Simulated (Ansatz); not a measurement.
# RbAlRu: the cost of one run

Method: DFT PBE, scalar-relativistic, plane waves, PAW, in Ansatz 0.2.0.

### Step 1. The structure to begin with

It takes space group P6_3/mmc (No. 194, hexagonal). The conventional cell has a = 4.391 Å, b = 4.391 Å, c = 8.075 Å, α = 90.00°, β = 90.00°, γ = 120.00°. Around Rb (site symmetry -3m) lie 6 Al at 3.24 Å and 6 Ru at 3.24 Å. Al (site symmetry -6m2) has 3 Ru at 2.54 Å and 6 Rb at 3.24 Å in its first shell of neighbours. Ru (site symmetry -6m2) has 3 Al at 2.54 Å and 6 Rb at 3.24 Å in its first shell of neighbours.

Structure file:

```cif
data_structure
_symmetry_space_group_name_H-M 'P6_3/mmc'
_symmetry_Int_Tables_number 194
_cell_length_a 4.3910
_cell_length_b 4.3910
_cell_length_c 8.0755
_cell_angle_alpha 90.000
_cell_angle_beta 90.000
_cell_angle_gamma 120.000
_cell_volume 134.84
loop_
_atom_site_label
_atom_site_type_symbol
_atom_site_symmetry_multiplicity
_atom_site_Wyckoff_symbol
_atom_site_fract_x
_atom_site_fract_y
_atom_site_fract_z
_atom_site_occupancy
Rb1 Rb 2 a 0.00000 0.00000 0.00000 1
Al1 Al 2 d 0.66667 0.33333 0.25000 1
Ru1 Ru 2 c 0.66667 0.33333 0.75000 1
```

A structure generator made this guess: species swapped into a database cell of EuAgP (P6_3/mmc, No. 194), with Rb on the Eu sites, Al on the Ag sites and Ru on the P sites. Its size is a rough estimate.

### Step 2. The guess as it stands, on a coarse mesh

Input file input.yaml:

```yaml
crystal:
  lattice:
    - [4.3910245, 0.0, 0.0]
    - [-2.19551225, 3.80273877, 0.0]
    - [0.0, 0.0, 8.07547126]
  atoms:
    - { symbol: Rb, position: [0.0, 0.0, 0.0] }
    - { symbol: Rb, position: [0.0, 0.0, 0.5] }
    - { symbol: Al, position: [0.66666667, 0.33333333, 0.25] }
    - { symbol: Al, position: [0.33333333, 0.66666667, 0.75] }
    - { symbol: Ru, position: [0.66666667, 0.33333333, 0.75] }
    - { symbol: Ru, position: [0.33333333, 0.66666667, 0.25] }
basis:
  ecutwfc: 420
kpoints:
  mp_grid: { grid: [6, 6, 2] }
hamiltonian:
  xc: pbe
scf:
  occupations: { method: gaussian, width: 0.1 }
  lower_state_search: "off"
output:
  forces: true
  stress: true
  eigenvalues: true
```

Started as:

```sh
> ansatz run input.yaml --threads 1 --pin off --max-ram 2560MiB --backend cpu --events-out ev --progress --plain --runs-dir out
```

**Question.** How long does this run take on 1 thread of INTEL XEON PLATINUM 8581C at 2.30GHz (Emerald Rapids), shared host, and how much memory does it need?

About 2.2 s, with a peak of 0.44 GiB.
